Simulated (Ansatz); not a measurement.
# SiNH5 + NH3 + HF: a complex and its separated parts

Aim: how far the complex at one end of a reaction step lies below its separated, relaxed parts, level by level.

Computed with Ansatz 0.2.0, Gaussian basis. Level: PBE0-D4/def2-TZVP structures, single points in def2-TZVPP, no counterpoise correction.

Levels: SPW92, PBE-D4, BLYP-D4, r2SCAN-D4, B97M-V, PBE0-D4, B3LYP-D4, r2SCAN0-D4, BHLYP-D4, CAM-B3LYP-D4, wB97X-V, wB97M-V, B2PLYP, PBE-QIDH, RPA on PBE, Hartree-Fock, MP2, CCSD, CCSD(T).

Correlated methods freeze the cores. B3LYP uses VWN-RPA correlation. B2PLYP carries no dispersion term here.

113 further runs of the same task are left out: 113 set aside as unsound or not needed.

## (1) The system as given

The complex: 13 atoms, charge 0, spin multiplicity 1.

Atoms are counted from 1 here; the program's logs count them from 0.

Bond lengths: Si1–H2 1.480 Å, Si1–H3 1.480 Å, Si1–H4 1.500 Å, Si1–N5 1.726 Å, N5–H10 1.007 Å, N5–H11 1.007 Å, H6–N7 1.012 Å, N7–H12 1.012 Å, N7–H13 1.014 Å, H8–F9 0.969 Å. Angles: H2–Si1–H3 113.7°, H2–Si1–H4 108.0°, H2–Si1–N5 106.9°, H3–Si1–H4 108.0°, H3–Si1–N5 106.9°, H4–Si1–N5 113.5°, Si1–N5–H10 120.1°, Si1–N5–H11 120.1°, H10–N5–H11 110.8°, H6–N7–H12 108.1°, H6–N7–H13 108.0°, H12–N7–H13 108.1°.

Coordinates:

```tsv
atom	x (Å)	y (Å)	z (Å)
Si1	-0.9541	0.7851	0.7578
H2	0.1300	1.6310	1.3061
H3	-1.5576	1.3216	-0.4828
H4	-0.3760	-0.5633	0.4456
N5	-2.2053	0.7398	1.9462
H6	2.7670	-1.5105	-1.1982
N7	1.8159	-1.3030	-1.4767
H8	1.4505	0.2633	-1.4142
F9	1.1682	1.1852	-1.3141
H10	-1.9783	0.5625	2.9111
H11	-3.1067	0.3550	1.7150
H12	1.6558	-1.7228	-2.3841
H13	1.1906	-1.7440	-0.8118
```

Its parts: SiNH5 holds atoms 1, 2, 3, 4, 5, 10, 11; NH3 holds atoms 6, 7, 12, 13; HF holds atoms 8, 9. Each part counts its atoms afresh in its own runs.

## (2) Relaxing SiNH5 alone

File relax-a/in.yaml:

```yaml
crystal:
  periodic: [false, false, false]
  atoms:
    - {symbol: Si, position_ang: [-0.954071, 0.785063, 0.757805]}
    - {symbol: H, position_ang: [0.129979, 1.630973, 1.306071]}
    - {symbol: H, position_ang: [-1.557648, 1.321605, -0.482791]}
    - {symbol: H, position_ang: [-0.376016, -0.563295, 0.445595]}
    - {symbol: N, position_ang: [-2.205273, 0.739767, 1.946166]}
    - {symbol: H, position_ang: [-1.978339, 0.562480, 2.911106]}
    - {symbol: H, position_ang: [-3.106692, 0.355039, 1.714992]}
basis:
  gaussian: {orbitals: def2-TZVP}
hamiltonian: {xc: pbe0, dispersion: d4}
relax: {f_tol: 0.005, max_steps: 200}
```

Run with:

```bash
$ ansatz run in.yaml --threads 8 --pin off --events-out ev --progress --plain --max-ram 19148MiB
```

The runs that follow: Relaxing NH3 alone; Relaxing HF alone; SPW92/def2-TZVPP; PBE-D4/def2-TZVPP; BLYP-D4/def2-TZVPP; r2SCAN-D4/def2-TZVPP; B97M-V/def2-TZVPP; PBE0-D4/def2-TZVPP; B3LYP-D4/def2-TZVPP; r2SCAN0-D4/def2-TZVPP; BHLYP-D4/def2-TZVPP; CAM-B3LYP-D4/def2-TZVPP; wB97X-V/def2-TZVPP; wB97M-V/def2-TZVPP; B2PLYP/def2-TZVPP; PBE-QIDH/def2-TZVPP; RPA on PBE/def2-TZVPP; CCSD(T)/def2-TZVPP; Vibrations of SiNH5; Vibrations of NH3; Vibrations of HF.

**Question.** What will these runs give? Wanted: complex less parts, CCSD(T)/def2-TZVPP; with zero-point energy; largest T1 diagnostic.

**Answer**, as computed:

```
                              quantity         value
complex less parts, CCSD(T)/def2-TZVPP  -61.9 kJ/mol
                with zero-point energy  -46.5 kJ/mol
                 largest T1 diagnostic         0.009
```

At CCSD(T) the complex lies 61.9 kJ/mol below its parts. B2PLYP is the best functional here (-0.9 kJ/mol from CCSD(T)); SPW92 is the worst (-44.9 kJ/mol). Mean unsigned error by rung: LDA 44.9, GGA 12.7, meta-GGA 8.4, hybrid 8.3, range-separated hybrid 8.9, double hybrid 1.9 kJ/mol. PBE-D4 gives a relative energy 16.0 kJ/mol too low, outside chemical accuracy (1 kcal/mol, 4.2 kJ/mol). No counterpoise was applied, and triple zeta lacks some correlation, so the CCSD(T) reference has a basis error of its own, and close matches with it are partly luck.
